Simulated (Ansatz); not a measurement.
2 structures of TcB, a ranking of polymorphs by energy

Computed with Ansatz 0.2.0 through its Python package.

Contents of `tcb_p6_3_mmc.xyz`:
```text
4
Lattice="2.87543193 0.0 0.0 -1.43771597 2.4901971 0.0 0.0 0.0 5.945857" Properties=species:S:1:pos:R:3 pbc="T T T"
Tc    0.00000000    0.00000000    0.00000000
Tc    0.00000000    0.00000000    2.97292850
B     1.43771598    0.83006569    4.45939275
B    -0.00000001    1.66013141    1.48646425
```

Input file `tcb_p_6m2.cif`:
```cif
data_TcB
_cell_length_a 2.880389
_cell_length_b 2.880389
_cell_length_c 2.945552
_cell_angle_alpha 90.00000
_cell_angle_beta 90.00000
_cell_angle_gamma 120.00000
_symmetry_space_group_name_H-M 'P 1'
_symmetry_Int_Tables_number 1
loop_
_symmetry_equiv_pos_as_xyz
'x, y, z'
loop_
_atom_site_label
_atom_site_type_symbol
_atom_site_fract_x
_atom_site_fract_y
_atom_site_fract_z
Tc1 Tc    0.000000    0.000000    0.000000
B2 B    0.333333    0.666667    0.500000
```

`tcb_polymorphs.py`:
```python
# -*- coding: utf-8 -*-
"""Polymorphs of TcB, at the given cells."""

import warnings

import ansatz as az
from ase.io import read
import numpy as np
import pandas as pd
import spglib


def compute(name, crystal):
    calc = (
        crystal.calculation()
        .functional("r2SCAN")
        .basis(550)
        .kpoints(spacing=0.14)
        .occupations("gaussian", width=0.05)
        .stress()
        .band_table()
    )
    return calc.run(threads=1, pin="off")


def volume_per_atom(outcome):
    return abs(np.linalg.det(outcome.lattice.cell_ang)) / len(outcome.lattice.sites)


def space_group(outcome):
    sites = outcome.report["lattice"]["sites"]
    kinds = sorted({site["symbol"] for site in sites})
    cell = (outcome.lattice.cell_ang, [site["position_frac"] for site in sites], [kinds.index(site["symbol"]) for site in sites])
    return spglib.get_spacegroup(cell, symprec=0.01)


def pressure_gpa(outcome):
    return float(np.trace(outcome.report["stress_gpa"]) / 3)


def main():
    warnings.simplefilter("ignore", az.DeckWarning)

    phases = {}
    p6_3_mmc = az.Crystal.from_extxyz("tcb_p6_3_mmc.xyz")
    phases["P6_3/mmc"] = p6_3_mmc
    atoms = read("tcb_p_6m2.cif")
    p_6m2 = az.Crystal.from_ase(atoms)
    phases["P-6m2"] = p_6m2

    done = {name: compute(name, crystal) for name, crystal in phases.items()}

    energy = {name: o.report["energy_sigma0_ev"] / len(o.lattice.sites) for name, o in done.items()}
    lowest = min(energy.values())
    rows = [(name, len(o.lattice.sites), 1000 * (energy[name] - lowest), volume_per_atom(o), space_group(o), pressure_gpa(o)) for name, o in done.items()]
    rows.sort(key=lambda row: row[2])
    print(pd.DataFrame(rows, columns=["phase", "atoms", "dE (meV/atom)", "V (A^3/atom)", "space group", "P (GPa)"]).round(4).to_string(index=False))


if __name__ == "__main__":
    main()
```

Output of `python tcb_polymorphs.py`:
```text
   phase  atoms  dE (meV/atom)  V (A^3/atom)    space group  P (GPa)
   P-6m2      2         0.0000       10.5820    P-6m2 (187)  -5.2266
P6_3/mmc      4        66.9465       10.6437 P6_3/mmc (194)  -4.3682
```

By space group at the end of each run: P-6m2 (+0 meV an atom, 10.6 Å³) and P6_3/mmc (+67 meV an atom, 10.6 Å³).

Pressure is positive in compression. The cells come from databases of deposited and of computed structures, and not all need be stable phases. The ranking holds among these structures alone, at zero temperature; the ground state may be another structure. Differences under about 40 meV an atom lie within the error of mesh and functional. Run time: 48 s on 1 thread of Arm Neoverse V1, with other jobs on the host, peak memory 0.74 GiB.
